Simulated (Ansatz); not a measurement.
# Cu (hcp type): how the settings move a single-point run

Question: which choices in the input matter for Cu (hcp type)?

Program: Ansatz 0.2.0. Level of theory: reference: DFT, LDA, PAW with Ansatz's default frozen-core files, scalar-relativistic. These are calculated values, not measurements.

1 further run of the same task is left out (it didn't finish). Runs told in other sessions of the task aren't counted.

## 1. The structure to begin with

Symmetry: C2/m, No. 12, monoclinic system. The conventional cell has a = 4.457 Å, b = 2.573 Å, c = 4.168 Å, α = 90.00°, β = 90.00°, γ = 90.00°. Cu (site symmetry m) has 1 Cu at 1.64 Å in its first shell of neighbours.

As a file:

```cif
data_structure
_symmetry_space_group_name_H-M 'P 1'
_symmetry_Int_Tables_number 1
_cell_length_a 2.5731
_cell_length_b 2.5731
_cell_length_c 4.1684
_cell_angle_alpha 90.000
_cell_angle_beta 90.000
_cell_angle_gamma 120.000
_cell_volume 23.90
loop_
_atom_site_label
_atom_site_type_symbol
_atom_site_fract_x
_atom_site_fract_y
_atom_site_fract_z
_atom_site_occupancy
Cu1 Cu 0.21333 0.60667 0.16000 1
Cu2 Cu 0.78667 0.39333 0.84000 1
```

## 2. Reference

input.yaml reads:

```yaml
crystal:
  lattice:
    - [2.5730649657, 0.0, 0.0]
    - [-1.2865324828, 2.2283396258, 0.0]
    - [0.0, 0.0, 4.1683652444]
  atoms:
    - { symbol: Cu, position: [0.2133333333, 0.6066666667, 0.16] }
    - { symbol: Cu, position: [0.7866666667, 0.3933333333, 0.84] }
kpoints:
  mp_grid: { grid: [13, 13, 7] }
scf:
  occupations: { method: fermi_dirac, width: 0.05 }
hamiltonian:
  xc: lda
  pseudopotentials: { kind: paw }
output:
  forces: true
  stress: true
  eigenvalues: true
  populations: true
  write_density: true
  write_potential: true
  elf: true
  volumetric_format: npy
```

Launch:

```console
> ansatz run input.yaml --threads 1 --pin off --max-ram 2048MiB --backend cpu --events-out ev --progress --plain --runs-dir out
```

## 3. Changed: ecutwfc 44.1 Ry

input.yaml: that of step 2 with these lines changed.

```diff
@@ -24 +24,3 @@
   volumetric_format: npy
+basis:
+  ecutwfc: "44.1 Ry"
```

Q: Predict the outcome of this session. Wanted: for each run, ending; energy change; pressure; gap; force.

**Answer**, as computed:

```
               run     ending  energy change  pressure (GPa)  gap (eV)  force (eV/Å)  cycles  time
         reference  converged              0            78.0      0.00         21.43       7  15 s
1: ecutwfc 44.1 Ry  converged  -6.5 meV/atom            77.5      0.00         21.31       7  23 s
```

Residual by cycle in the longest SCF loop of each run; runs are numbered as in the table. The quantity is the density residual dr2, in eV.

```
cycle  reference    run 1
    1    0.00436  0.00429
    2     0.0192   0.0208
    3     0.0112   0.0111
    4     9.7e-4   9.7e-4
    5     6.1e-5   6.0e-5
    6     1.3e-6   1.2e-6
    7     1.7e-8   1.6e-8
```

What this shows: Changing the cutoff moves the energy by -6.5 meV/atom, and the pressure goes from 78.0 to 77.5 GPa and the largest force goes from 21.43 to 21.31 eV/Å. Cost: 23 s against 15 s. The structure is not at rest: the sound run finds 78 GPa, so these are no properties of the relaxed crystal. 
